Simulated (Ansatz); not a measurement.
# W8S15I (Tungstenite): the cost of one run

Program: Ansatz 0.2.0. Level of theory: DFT, PBE, plane-wave PAW, default files, scalar-relativistic, as far as a step names no other. These are calculated values, not measurements.

The COD entry's cell or inner coordinates are ideal or old and differ from later refinements, so a difference from it is no clean test against experiment.

**1. Starting point**

Symmetry: P3m1, No. 156, trigonal system. Conventional cell: a = 6.360 Å, b = 6.360 Å, c = 12.500 Å, α = 90.00°, β = 90.00°, γ = 120.00°. W (site symmetry 3m) is surrounded by 6 S at 2.41 Å. W (site symmetry m) has 6 S at 2.41 Å as nearest neighbours. Around W (site symmetry m) lie 5 S at 2.41 Å and 1 I at 2.41 Å. I (site symmetry 3m) is surrounded by 3 W at 2.41 Å. Around S (site symmetry m) lie 3 W at 2.41 Å. S (site symmetry 3m) is surrounded by 3 W at 2.41 Å. Only part of the 12 independent sites is listed.

Coordinates:

```cif
data_structure
_symmetry_space_group_name_H-M 'P 1'
_symmetry_Int_Tables_number 1
_cell_length_a 6.3600
_cell_length_b 6.3600
_cell_length_c 12.5000
_cell_angle_alpha 90.000
_cell_angle_beta 90.000
_cell_angle_gamma 120.000
_cell_volume 437.88
loop_
_atom_site_label
_atom_site_type_symbol
_atom_site_fract_x
_atom_site_fract_y
_atom_site_fract_z
_atom_site_occupancy
W1 W 0.16667 0.33333 0.25000 1
W2 W 0.16667 0.83333 0.25000 1
W3 W 0.66667 0.33333 0.25000 1
W4 W 0.66667 0.83333 0.25000 1
W5 W 0.33333 0.16667 0.75000 1
W6 W 0.33333 0.66667 0.75000 1
W7 W 0.83333 0.16667 0.75000 1
W8 W 0.83333 0.66667 0.75000 1
I1 I 0.16667 0.33333 0.62500 1
S1 S 0.16667 0.83333 0.62500 1
S2 S 0.66667 0.33333 0.62500 1
S3 S 0.66667 0.83333 0.62500 1
S4 S 0.33333 0.16667 0.12500 1
S5 S 0.33333 0.66667 0.12500 1
S6 S 0.83333 0.16667 0.12500 1
S7 S 0.83333 0.66667 0.12500 1
S8 S 0.16667 0.33333 0.87500 1
S9 S 0.16667 0.83333 0.87500 1
S10 S 0.66667 0.33333 0.87500 1
S11 S 0.66667 0.83333 0.87500 1
S12 S 0.33333 0.16667 0.37500 1
S13 S 0.33333 0.66667 0.37500 1
S14 S 0.83333 0.16667 0.37500 1
S15 S 0.83333 0.66667 0.37500 1
```

Atom 9 of the input is the impurity.

**2. First run, atoms as given**

File input.yaml:

```yaml
crystal:
  lattice:
    - [6.36, 0.0, 0.0]
    - [-3.18, 5.507921568, 0.0]
    - [0.0, 0.0, 12.5]
  atoms:
    - { symbol: W, position: [0.1666666666, 0.3333333334, 0.25] }
    - { symbol: W, position: [0.1666666666, 0.8333333334, 0.25] }
    - { symbol: W, position: [0.6666666666, 0.3333333334, 0.25] }
    - { symbol: W, position: [0.6666666666, 0.8333333334, 0.25] }
    - { symbol: W, position: [0.3333333334, 0.1666666666, 0.75] }
    - { symbol: W, position: [0.3333333334, 0.6666666666, 0.75] }
    - { symbol: W, position: [0.8333333334, 0.1666666666, 0.75] }
    - { symbol: W, position: [0.8333333334, 0.6666666666, 0.75] }
    - { symbol: I, position: [0.1666666666, 0.3333333334, 0.625] }
    - { symbol: S, position: [0.1666666666, 0.8333333334, 0.625] }
    - { symbol: S, position: [0.6666666666, 0.3333333334, 0.625] }
    - { symbol: S, position: [0.6666666666, 0.8333333334, 0.625] }
    - { symbol: S, position: [0.3333333334, 0.1666666666, 0.125] }
    - { symbol: S, position: [0.3333333334, 0.6666666666, 0.125] }
    - { symbol: S, position: [0.8333333334, 0.1666666666, 0.125] }
    - { symbol: S, position: [0.8333333334, 0.6666666666, 0.125] }
    - { symbol: S, position: [0.1666666666, 0.3333333334, 0.875] }
    - { symbol: S, position: [0.1666666666, 0.8333333334, 0.875] }
    - { symbol: S, position: [0.6666666666, 0.3333333334, 0.875] }
    - { symbol: S, position: [0.6666666666, 0.8333333334, 0.875] }
    - { symbol: S, position: [0.3333333334, 0.1666666666, 0.375] }
    - { symbol: S, position: [0.3333333334, 0.6666666666, 0.375] }
    - { symbol: S, position: [0.8333333334, 0.1666666666, 0.375] }
    - { symbol: S, position: [0.8333333334, 0.6666666666, 0.375] }
total_charge: 1
kpoints:
  mp_grid: { grid: [4, 4, 2] }
scf:
  occupations: { method: fermi_dirac, width: 0.01 }
hamiltonian:
  xc: pbe
  pseudopotentials: { kind: paw }
output:
  forces: true
  stress: true
  populations: true
  efg:
    quadrupole_moments_barn: { I: -0.68822, S: -0.0694 }
    contact_densities: true
  write_density: true
  write_potential: true
  elf: true
  volumetric_format: npy
```

Command:

```bash
$ ansatz run input.yaml --threads 1 --pin off --max-ram 3072MiB --backend cpu --events-out ev --progress --plain --runs-dir out
```

What time and memory should one allow on 1 thread of Arm Neoverse V1, shared host?

About 81 s, with a peak of 0.9 GiB.
